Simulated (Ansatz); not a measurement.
**GaAs+ (quartet): the correlation ladder at distance Ga1–As2 = 3.757 Å, cc-pVDZ**

Aim: climb from Hartree-Fock through coupled cluster and multireference methods for GaAs+ (quartet) at one geometry and basis, and see what each rung misses.

Program: Ansatz 0.2.0, Gaussian basis. Level of theory: cc-pVDZ, core rule «outside noble gas», up to 28 orbitals frozen. These are calculated values, not measurements.

The runs, in order: UHF; CCSD(T) on ROHF; CCSD(T) on UHF; BCCD(T) on ROHF; CISD as a restricted active space (open shells left free, so some higher excitations enter); CCSDT(Q) on ROHF; CCSDT(Q) on UHF; CASSCF and MRCISD+Q, 5 electrons in 5 orbitals; CASSCF and NEVPT2, 5 electrons in 5 orbitals; CASSCF and MRCISD+Q, 7 electrons in 8 orbitals; CASSCF and NEVPT2, 7 electrons in 8 orbitals; Full CI.

18 further runs of the same task are left out: 1 for a known fault of the program, 15 that didn't finish, 2 set aside as unsound or not needed. Runs told in other sessions of the task aren't counted.

## (1) The geometry

The geometry derives from a PBE0/def2-TZVP stationary point (not a proven minimum). One bond is set to the value named and the two fragments are kept rigid. No spin-orbit coupling is included. The filled d shell of Ga, As may be among the frozen orbitals whatever the setting's name suggests.

2 atoms, charge 1, spin multiplicity 4.

Atoms are counted from 1 here; the program's logs count them from 0.

No contacts short enough for the rule that draws bonds.

## (2) UHF

Input file in.yaml:

```yaml
crystal:
  periodic: [false, false, false]
  atoms:
    - {symbol: Ga, position_ang: [0.000000, 0.000000, 0.000000]}
    - {symbol: As, position_ang: [0.000000, 0.000000, 3.757000]}
basis:
  gaussian: {orbitals: cc-pVDZ}
total_charge: 1
magnetization: {spin_polarized: true, initial_magnetization: 3}
hamiltonian: {xc: hf}
output: {orbitals: {seedname: orbitals}}
```

Run with:

```console
$ ansatz run in.yaml --threads 1 --pin off --events-out ev --progress --plain --max-ram 2393MiB
```

Further steps of the session: CCSD(T) on ROHF; CCSD(T) on UHF; BCCD(T) on ROHF; CISD as a restricted active space (open shells left free, so some higher excitations enter); CCSDT(Q) on ROHF; CCSDT(Q) on UHF; CASSCF and MRCISD+Q, 5 electrons in 5 orbitals; CASSCF and NEVPT2, 5 electrons in 5 orbitals; CASSCF and MRCISD+Q, 7 electrons in 8 orbitals; CASSCF and NEVPT2, 7 electrons in 8 orbitals; Full CI.

Before running them: what should the planned runs give, taken together? Wanted: FCI from the RHF energy; RMP2 from FCI; UMP2 from FCI; RCCSD from FCI; RCCSD(T) from FCI; UCCSD(T) from FCI; RCCSDT(Q) from FCI; UCCSDT(Q) from FCI; NEVPT2 pair from FCI.

**Answer**, as computed:

| quantity | value |
| --- | --- |
| FCI from the ROHF energy | -2.9741 eV |
| RMP2 from FCI | +777.0 meV |
| UMP2 from FCI | +762.7 meV |
| RCCSD from FCI | +40.3 meV |
| RCCSD(T) from FCI | +10.6 meV |
| UCCSD(T) from FCI | -5.2 meV |
| RCCSDT(Q) from FCI | +0.5 meV |
| UCCSDT(Q) from FCI | -15.3 meV |
| NEVPT2 pair from FCI | +740.4 meV |
| MRCISD+Q pair from FCI | -39.5 meV |
| NEVPT2 valence from FCI | +445.8 meV |
| levels within 1 kcal/mol (43 meV) | RCCSD, UCCSD, RCCSD(T), UCCSD(T), BCCD(T), RCCSDT, UCCSDT, RCCSDT(Q), UCCSDT(Q), MRCISD+Q pair, MRCISD+Q valence |
| T1 diagnostic | 0.008 |
| effectively unpaired electrons | 3.06 |

RCCSD(T) lands +10.6 meV from the yardstick (0.4 % of the correlation energy). UCCSD(T), UCCSDT, UCCSDT(Q), MRCISD+Q pair, MRCISD+Q valence fall below full CI: unrestricted runs freeze a spin-polarised core, another one than full CI's, and coupled cluster isn't variational. One determinant dominates. Of the multireference levels listed MRCISD+Q valence comes nearest in total energy (-37.6 meV), which doesn't show that its space is the better one. These misses are within one basis, not against nature; the frozen cores of restricted and unrestricted runs differ, which can shift their rows.

Levels on UHF freeze UHF's core orbitals, full CI those of ROHF, so the U rows can settle a little off it for that reason alone.

With open shells the CI space here admits some higher excitations, so it is larger than plain CISD.
